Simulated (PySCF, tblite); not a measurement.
# C₄H₃BFO radical: geometry, infrared bands and EPR parameters

Aim: predict the infrared bands and EPR parameters of C₄H₃BFO radical (`F[B]c1ccco1`).

Programs: tblite 0.8.0 and PySCF 2.14.0, with density-fitted response routines of our own. Each step states its level of theory. These are calculated values for one molecule in the gas phase, unless marked as measured. Atoms are numbered from 0 throughout.

## Step 1: The starting structure

10 atoms, charge 0, multiplicity 2; geometry from: force field or distance geometry start.

Bonds of the start (Å): F0–B1 1.45, B1–C2 1.55, C2–C3 1.41, C3–C4 1.39, C4–C5 1.37, C5–O6 1.33, O6–C2 1.31, C3–H7 1.06, C4–H8 1.07, C5–H9 1.10.

## Step 2: Optimising the geometry with GFN2-xTB

The job: settings as JSON, then the geometry in Å.

```
{"job": {"kind": "relax", "xc": "GFN2-xTB", "basis": "xTB"}, "charge": 0, "multiplicity": 2}
F      3.206500    -0.318300     0.951200
B      2.336100    -0.445600    -0.205600
C      0.801300    -0.270900    -0.124300
C      0.068000     0.920500    -0.305900
C     -1.257000     0.539400    -0.134300
C     -1.298900    -0.811200     0.107000
O     -0.042900    -1.241400     0.103500
H      0.512600     1.867500    -0.496800
H     -2.114500     1.171800    -0.200500
H     -2.202400    -1.407000     0.283200
```

On the command line:

```sh
$ OMP_NUM_THREADS=1 python probes_run.py task.json out
```

This one command runs all jobs of the session in turn.

**Question.** This job is followed by: GFN2-xTB harmonic vibrations, gas phase; UKS B3LYP, pcH-1 on B C F H O, non-relativistic, mean-field spin-orbit, GIAO. What will the session give for the following? strongest single infrared mode (GFN2-xTB); zero-point energy (GFN2-xTB); g(iso) (B3LYP); ⟨S²⟩; largest a(iso); potential on the surface of density 0.002 e/bohr³, 1st and 99th percentile.

The runs gave:

| quantity | value |
| --- | --- |
| strongest single infrared mode (GFN2-xTB) | 1362 cm⁻¹, 258 km/mol |
| zero-point energy (GFN2-xTB) | 39.4 kcal/mol |
| g(iso) (B3LYP) | 2.00155 |
| ⟨S²⟩ | 0.752 (exact 0.75) |
| largest a(iso) | 11B on B1, 504.5 MHz |
| potential on the surface of density 0.002 e/bohr³, 1st and 99th percentile | -0.80 V and 1.42 V |

The optimisation took 52 steps and gained 0.580 eV; among the close pairs (by a distance rule), F0–B1 changed most, from 1.453 to 1.315 Å. No mode is imaginary among the 24: a minimum at this level. GFN2-xTB is a fitted tight-binding method: band positions and strengths are rough. Its intensities can rank the bands wrongly. B1 carries the largest spin population, 0.93 e. The isotropic g lies 0.8 ppt below the free-electron value. The conformer search found further structures of the same energy, which may be mirror or relabelled copies of this one.
